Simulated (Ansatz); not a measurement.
# B3Sb2P: the cost of one run

Method: DFT PBE, scalar-relativistic, plane waves, PAW, in Ansatz 0.2.0.

### Step 1. Starting point

The structure is hexagonal, space group P6mm (No. 183). The conventional cell has a = 5.474 Å, b = 5.474 Å, c = 4.043 Å, α = 90.00°, β = 90.00°, γ = 120.00°. B (site symmetry 2mm) is surrounded by 4 Sb at 2.56 to 2.57 Å. Sb (site symmetry 3m) has 6 B at 2.56 to 2.57 Å in its first shell of neighbours. P (site symmetry 6mm) is surrounded by 6 B at 2.85 Å.

Coordinates:

```xyz
6
Lattice="5.4738 0.0000 0.0000 -2.7369 4.7405 0.0000 0.0000 0.0000 4.0429" Properties=species:S:1:pos:R:3 pbc="T T T"
B    -1.3685    2.3702    4.0227
B     2.7369    0.0000    4.0227
B     1.3685    2.3702    4.0227
Sb    2.7369    1.5802    2.0059
Sb    0.0000    3.1603    2.0059
P     0.0000    0.0000    0.7788
```

Recipe of the guess: species swapped into a database cell of NaSn2Pd3 (P6mm, No. 183), with P on the Na sites, Sb on the Sn sites and B on the Pd sites. Lengths come from tabulated atomic sizes and are only a guess.

### Step 2. A first look at the guess

File input.yaml:

```yaml
crystal:
  lattice:
    - [5.47381329, 0.0, 0.0]
    - [-2.73690664, 4.74046136, 0.0]
    - [0.0, 0.0, 4.04285783]
  atoms:
    - { symbol: B, position: [0.0, 0.5, 0.99502307] }
    - { symbol: B, position: [0.5, 0.0, 0.99502307] }
    - { symbol: B, position: [0.5, 0.5, 0.99502307] }
    - { symbol: Sb, position: [0.66666667, 0.33333333, 0.49614772] }
    - { symbol: Sb, position: [0.33333333, 0.66666667, 0.49614772] }
    - { symbol: P, position: [0.0, 0.0, 0.19263026] }
basis:
  ecutwfc: 420
kpoints:
  mp_grid: { grid: [6, 6, 4] }
hamiltonian:
  xc: pbe
scf:
  occupations: { method: gaussian, width: 0.1 }
  lower_state_search: "off"
output:
  forces: true
  stress: true
  eigenvalues: true
```

The run is started by

```sh
> ansatz run input.yaml --threads 1 --pin off --max-ram 2560MiB --backend cpu --events-out ev --progress --plain --runs-dir out
```

Q: Estimate wall time and peak memory on 1 thread of Intel Xeon at 2.50GHz (Skylake/Cascade Lake), shared host.

About 11 s, with a peak of 0.37 GiB.
